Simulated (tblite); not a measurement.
# C4H7O3S: the cost of one run

Computed with tblite 0.8.0 and PySCF 2.14.0, with density-fitted response routines of our own, on a single molecule, in the gas phase or a continuum. Atoms are numbered from 0 throughout.

**1. The molecule as given**

15 atoms, charge -1, multiplicity 1; geometry from: force field or distance geometry start.

Bonds of the start (Å): C0–C1 1.34, C1–C2 1.49, C1–C3 1.53, C3–S4 1.80, S4–O5 1.47, S4–O6 1.47, S4–O7 1.46, C0–H8 1.09, C0–H9 1.09, C2–H10 1.11, C2–H11 1.09, C2–H12 1.09, C3–H13 1.10, C3–H14 1.09.

**2. Relaxing the molecule with GFN2-xTB**

Job settings and geometry (Å):

```
{"job": {"kind": "relax", "xc": "GFN2-xTB", "basis": "xTB"}, "charge": -1, "multiplicity": 1}
C     -1.541400     0.141700     1.284300
C     -0.749400     0.070800     0.200800
C     -1.053100    -0.855500    -0.931900
C      0.498600     0.940300     0.074500
S      2.021900    -0.000400    -0.124600
O      1.904800    -0.581800    -1.472300
O      3.052400     1.040900    -0.025600
O      2.032800    -0.960600     0.969700
H     -1.313900     0.802500     2.115500
H     -2.441100    -0.474500     1.378300
H     -2.085500    -1.247500    -0.868700
H     -0.387200    -1.712400    -0.948000
H     -0.990800    -0.316700    -1.877900
H      0.644800     1.546100     0.977300
H      0.402700     1.615000    -0.773600
```

Command:

```
$ OMP_NUM_THREADS=1 python probes_run.py task.json out
```

One launch serves the whole session: the jobs run in the order shown.

**Question.** How long does this first job take on 1 thread of Arm Neoverse N1, shared host, and how much memory does it need?

About 1 s, with a peak of 0.18 GiB.
